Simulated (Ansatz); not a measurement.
**U-revPBE/def2-TZVP run of N2H3 (hydrazinyl radical)**

What is the electronic atomisation energy of N2H3 (hydrazinyl radical) at U-revPBE/def2-TZVP? 

The results are computed with Ansatz 0.2.0.

28 further runs of the same task are left out: 28 set aside as unsound or not needed.

### Step 1. The system as given

N2H3 has 5 atoms, charge 0, and is taken as a doublet. SMILES: `[NH]N`. The coordinates come from a PBE0-D4/def2-TZVP relaxation. This is one conformer, not always the lowest.

Bond lengths: N1–N2 1.338 Å, N1–H3 1.021 Å, N2–H4 1.008 Å, N2–H5 1.012 Å. Angles: N1–N2–H4 113.9°, N1–N2–H5 120.9°, N2–N1–H3 106.1°, H4–N2–H5 114.6°.

### Step 2. A single-point energy at U-revPBE/def2-TZVP

Contents of in.yaml:

```yaml
crystal:
  periodic: [false, false, false]
  atoms:
    - {symbol: "N", position_ang: [-0.187600, -0.818050, 0.454040]}
    - {symbol: "N", position_ang: [-0.128660, 0.235610, -0.368450]}
    - {symbol: H, position_ang: [0.759840, -0.951450, 0.811270]}
    - {symbol: H, position_ang: [-1.030950, 0.592300, -0.640030]}
    - {symbol: H, position_ang: [0.587360, 0.941580, -0.256830]}
basis:
  gaussian: {orbitals: def2-TZVP}
magnetization: {spin_polarized: true, initial_magnetization: 1}
hamiltonian: {xc: {name: revPBE}}
accuracy: high
output: {orbitals: {seedname: orbitals}}
```

Command:

```bash
$ ansatz run in.yaml --threads 1 --pin off --max-ram 3480MiB --events-out events.jsonl --progress --plain --runs-dir runs
```

The program printed:

```text
Warning: RAYON_NUM_THREADS=1 ignored (pool sized by the plan → 1); use --threads N
Functional definition: revPBE
  name "revPBE"
  parameter kappa = 1.245
  parameter beta = 0.06672455060314922
  exchange = pbe_x(kappa = kappa, mu = beta*pi^2/3)
  correlation = pbe_c(beta = beta)
1425 factors; integrals over basis functions are off by at most 3.0e-9 eV
mean field evaluation 1: about -3021.1472 eV, gradient 3.9e1 eV
mean field evaluation 2: about -3001.3825 eV, gradient 6.9e1 eV
mean field evaluation 4: about -3026.8829 eV, gradient 1.0e1 eV
mean field evaluation 8: about -3027.2441 eV, gradient 7.3e-2 eV
mean field evaluation 16: about -3027.2441 eV, gradient 3.1e-5 eV
mean field -3027.24409375 eV, -111.2491685057 hartree, gradient 2.5e-8 eV, S^2 0.752665; 0 other end points of the search recorded, 0 dependent functions left out
reference -3027.24409717 eV, -111.2491686314 hartree; 9, 8 occupied and 71, 72 virtual orbitals, 1425 factors
Total energy: -3027.24409717 eV, -111.2491686314 hartree
```

Wall time 3.9 s (1 thread of Arm Neoverse V1, shared host); peak memory 0.17 GiB.

### Step 3. The H atom, same level

Contents of molecule.yaml:

```yaml
crystal:
  periodic: [false, false, false]
  atoms:
    - symbol: H
      position_ang: [0.000000, 0.000000, 0.000000]
basis:
  gaussian:
    orbitals: def2-TZVP
magnetization:
  spin_polarized: true
  initial_magnetization: 1
hamiltonian:
  xc: {name: revPBE}
accuracy: high
```

Run the same way, it converges to -0.50412 Eh (log not shown).

### Step 4. The N atom

Contents of run.yaml:

```yaml
crystal:
  periodic: [false, false, false]
  atoms:
    - symbol: N
      position_ang: [0.000000, 0.000000, 0.000000]
basis:
  gaussian: {orbitals: def2-TZVP}
magnetization: {spin_polarized: true, initial_magnetization: 3}
hamiltonian: {xc: {name: revPBE}}
accuracy: high
```

Run the same way, it converges to -54.58772 Eh (log not shown).

### Step 5. Results

Level: U-revPBE/def2-TZVP.

```
                                    quantity          value
                      molecule: total energy  -111.24917 Eh
molecule: HOMO energy (highest over α and β)       -3.72 eV
 molecule: LUMO energy (lowest over α and β)       -1.91 eV
                              molecule: ⟨S²⟩          0.753
                        H atom: total energy    -0.50412 Eh
                                H atom: ⟨S²⟩          0.750
                        N atom: total energy   -54.58772 Eh
                                N atom: ⟨S²⟩          3.753
               electronic atomisation energy      15.276 eV
```

Taking the molecule apart into free atoms costs 15.28 eV (352 kcal/mol), before zero-point energy and without spin-orbit coupling.
